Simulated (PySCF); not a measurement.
# C9H10O: the cost of one run

Computed with PySCF 2.14.0 and routines of our own; the level stands in each step. Atoms count from 0.

### Step 1. The system as given

20 atoms, charge 0, multiplicity 1; geometry from: GFN2-xTB.

### Step 2. Geometry optimisation at PBE0-D3(BJ)/def2-SVP

What the job is given:

```
{"job": {"xc": "PBE0", "basis": "def2-SVP", "d3": "d3bj", "grid": 2, "kind": "geom"}, "charge": 0, "multiplicity": 1}
C      3.007311    -0.225435     0.026050
O      1.976800     0.718325    -0.141089
C      0.712962     0.229636    -0.114859
C      0.259575    -1.008982     0.042563
C     -1.257264    -1.082798     0.003570
C     -1.741235    -0.119687     1.069757
C     -1.278851     1.108775     0.917197
C     -0.384354     1.266986    -0.295308
C     -1.200938     0.775861    -1.473016
C     -1.663639    -0.451594    -1.313540
H      3.941664     0.330435    -0.022042
H      2.983843    -0.977491    -0.768769
H      2.926101    -0.728260     0.994839
H      0.835460    -1.902853     0.186887
H     -1.632511    -2.095589     0.132166
H     -2.396111    -0.458373     1.852000
H     -1.485162     1.950387     1.552738
H      0.021312     2.267268    -0.421521
H     -1.359371     1.410468    -2.325604
H     -2.270740    -0.996401    -2.013538
```

Command:

```sh
$ OMP_NUM_THREADS=1 python excited_run.py task.json out
```

This one command runs all jobs of the session in turn.

**Question.** How long does this first job take on 1 thread of Arm Neoverse V2, shared host, and how much memory does it need?

About 81 s, with a peak of 0.87 GiB.
